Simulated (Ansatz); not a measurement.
What does this script print? It uses the Ansatz DFT code, driven from Python.

Script `run_formation.py`:
```python
# -*- coding: utf-8 -*-
"""Heat of formation of TlNiF3 at zero temperature, after relaxing cells and atoms."""

from collections import Counter
import warnings

import ansatz
import numpy as np

FUNCTIONAL = "LDA"
ECUT = 630
MAX_ITERATIONS = 200
KSPACING = 0.39
OCCUPATIONS = "gaussian"
SMEARING_WIDTH = 0.05

PHASES = {
    "TlNiF3": (
        [(4.087358, 0.0, 0.0), (0.0, 4.087358, 0.0), (0.0, 0.0, 4.087358)],
        [
            ("Tl", (0.5, 0.5, 0.5)),
            ("Ni", (0.0, 0.0, 0.0)),
            ("F", (0.5, 0.0, 0.0)),
            ("F", (0.0, 0.5, 0.0)),
            ("F", (0.0, 0.0, 0.5)),
        ],
    ),
    "Tl": (
        [(3.456, 0.0, 0.0), (-1.728, 2.992984, 0.0), (0.0, 0.0, 5.525)],
        [
            ("Tl", (1 / 3, 2 / 3, 0.25)),
            ("Tl", (2 / 3, 1 / 3, 0.75)),
        ],
    ),
    "Ni": (
        [(0.0, 1.761935, 1.761935), (1.761935, 0.0, 1.761935), (1.761935, 1.761935, 0.0)],
        [
            ("Ni", (0.0, 0.0, 0.0)),
        ],
    ),
    "F2": (
        [(9.0, 0.0, 0.0), (0.0, 9.5, 0.0), (0.0, 0.0, 10.0)],
        [
            ("F", (0.5, 0.5, 0.429)),
            ("F", (0.5, 0.5, 0.571)),
        ],
    ),
}
MOMENTS = {"Ni": 1.5}  # parallel starting moments in muB


def build(vectors, sites):
    crystal = ansatz.Crystal(lattice=ansatz.Lattice.of(vectors))
    for symbol, position in sites:
        crystal = crystal.atom(symbol, position)
    return crystal

POLARISED = {"TlNiF3", "Ni"}

GASES = {"F2"}


def compute(name, crystal):
    calc = crystal.calculation()
    calc = calc.functional(FUNCTIONAL)
    calc = calc.basis(ECUT, density_ratio=6)
    calc = calc.accuracy("medium")
    calc = calc.scf(max_iterations=MAX_ITERATIONS)
    calc = calc.kpoints(spacing=KSPACING).occupations(OCCUPATIONS, width=SMEARING_WIDTH)
    calc = calc.stress()
    if name in POLARISED:
        calc = calc.spin("collinear")
    if name in GASES:
        return calc.kpoints(1, 1, 1).relax(force_tolerance=0.01).run()
    calc = calc.relax(force_tolerance=0.01, cell=True)
    return calc.run()


def counts(outcome):
    return Counter(site.symbol for site in outcome.lattice.sites)

def formation_energy(outcome, mu):
    n = counts(outcome)
    return (outcome.report["energy_sigma0_ev"] - sum(k * mu[element] for element, k in n.items())) / sum(n.values())


def volume_per_atom(outcome):
    return abs(np.linalg.det(outcome.lattice.cell_ang)) / len(outcome.lattice.sites)

warnings.simplefilter("ignore", ansatz.DeckWarning)

phases = {name: build(*cell) for name, cell in PHASES.items()}
for name in ["TlNiF3", "Ni"]:
    phases[name] = phases[name].moments({e: m for e, m in MOMENTS.items() if e in phases[name].species()})

done = {name: compute(name, crystal) for name, crystal in phases.items()}

# energy of one atom in its reference phase
references = {"Tl": "Tl", "Ni": "Ni", "F": "F2"}
mu = {element: done[name].report["energy_sigma0_ev"] / len(done[name].lattice.sites) for element, name in references.items()}

target = done["TlNiF3"]
heat = formation_energy(target, mu)
rows = [(name, len(o.lattice.sites), volume_per_atom(o), formation_energy(o, mu)) for name, o in done.items()]
print("     phase       atoms  V (A^3/atom)  E_form (eV/atom)")
for row in rows:
    print(f"{str(row[0]):>10}  {row[1]:10d}  {row[2]:12.3f}  {row[3]:16.4f}")
# gas references are bare DFT energies, without zero-point or fitted corrections
```

Output of `python run_formation.py`:
```text
     phase       atoms  V (A^3/atom)  E_form (eV/atom)
    TlNiF3           5        12.650           -1.7567
        Tl           2        27.219            0.0000
        Ni           1        10.050            0.0000
        F2           2       427.500            0.0000
```

Notes:
- The settings weren't tested for convergence.
- Other magnetic orders than the one started from may lie lower.
- For the metals among these phases the mesh is modest: differences between phases can be off by up to 40 meV an atom.
- The program warned that this SCF threshold is loose for forces or stresses.
- Without a Hubbard U or exact exchange, semilocal functionals often make such 3d compounds metallic or too weakly gapped.
- Spin-orbit coupling, which matters for elements this heavy, is left out.
- The cells come from databases of deposited and of computed structures, and not all need be stable phases.
- The compound is the structure given, not necessarily its lowest; energies are at zero temperature, with no correction for gases. Magnetic phases start from parallel moments and may not end in their lowest magnetic state. A semilocal functional's error on such energies is often 0.05 to 0.1 eV an atom, and 0.1 to 0.3 eV against gases such as O2 or F2.
- The script silences the warnings on its input, which a real study should read.
- Finished in 68 s on 1 thread of Arm Neoverse V1, with other jobs on the host, peak memory 0.92 GiB.
